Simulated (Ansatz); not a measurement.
Ta4NiO11:

```xyz
16
Lattice="4.7709 0.0000 0.0051 0.0000 5.8245 0.0000 -1.9863 0.0000 7.2505" Properties=species:S:1:pos:R:3 pbc="T T T"
Ta    1.4160    2.9123    5.5166
Ta    1.3686    2.9123    1.7391
Ta   -0.7939    0.0000    5.7922
Ta    3.5785    0.0000    1.4634
Ni    1.3923    0.0000    3.6278
O     0.2955    4.6546    4.7184
O     2.4891    4.6546    2.5373
O     2.6928    1.5019    5.8571
O     0.0919    1.5019    1.3986
O     2.4891    1.1700    2.5373
O     0.2955    1.1700    4.7184
O     0.0919    4.3226    1.3986
O     2.6928    4.3226    5.8571
O     2.3854    2.9123    0.0026
O     2.3854    0.0000    0.0026
O     1.3923    2.9123    3.6278
```

The cell was built by a generator and needn't be a form met in nature.

| Item | Value |
| --- | --- |
| Program | Ansatz 0.2.0 |
| Task | relaxation of cell and atoms |
| Functional | r2SCAN |
| Potentials or basis | Ansatz PAW |
| Cutoff | 500 eV (not typed: the program's choice for these potentials) |
| k mesh | 4 × 4 × 3 |
| Occupations | fermi-dirac, width 0.05 eV |
| Spin | collinear spin, ferromagnetic start |
| Starting moments | [0.0, 0.0, 0.0, 0.0, 1.0, 0.0, 0.0, 0.0, 0.0, 0.0, 0.0, 0.0, 0.0, 0.0, 0.0, 0.0] μB |

At the start: volume 12.60 Å³/atom.

Task: Where does the relaxation end?

Result: It ends after 9 steps and the volume is 12.29 Å³/atom (-2.4 %); space group P2/m (No. 10, to 0.05 Å); moment 0.00 μB per cell.

Step by step:
```csv
step,energy change (eV),largest force (eV/Å),volume (Å³)
1,0.0000,0.4644,201.54
2,-0.0894,0.1504,195.64
3,-0.0945,0.0923,196.56
4,-0.0969,0.1110,196.81
5,-0.0985,0.0467,196.80
6,-0.0988,0.0208,196.78
7,-0.0989,0.0158,196.73
8,-0.0990,0.0058,196.70
9,-0.0958,0.0060,196.70
```

Final structure:
```
Ta Ni O
1.0
     4.76074    0.00000   -0.01260
     0.00000    5.73476    0.00000
    -2.00896    0.00000    7.21005
Ta Ni O
4 1 11
Direct
  0.60678 0.50000 0.75971
  0.39322 0.50000 0.24029
  0.16482 0.00000 0.79976
  0.83518 0.00000 0.20024
  0.50000 0.00000 0.50000
  0.32724 0.79602 0.65131
  0.67276 0.79602 0.34869
  0.89527 0.25522 0.80703
  0.10473 0.25522 0.19297
  0.67276 0.20398 0.34869
  0.32724 0.20398 0.65131
  0.10473 0.74478 0.19297
  0.89527 0.74478 0.80703
  0.50000 0.50000 0.00000
  0.50000 0.00000 0.00000
  0.50000 0.50000 0.50000
```

Caveat: the magnetic or orbital state may not be the lowest; the plane-wave basis is chosen anew once the cell has moved, so the energies of steps on either side of that aren't comparable; the PAW data sets come from PBE, with cores solved anew for the run's functional, which leaves a small shift of forces and pressure; the starting moments weren't kept.
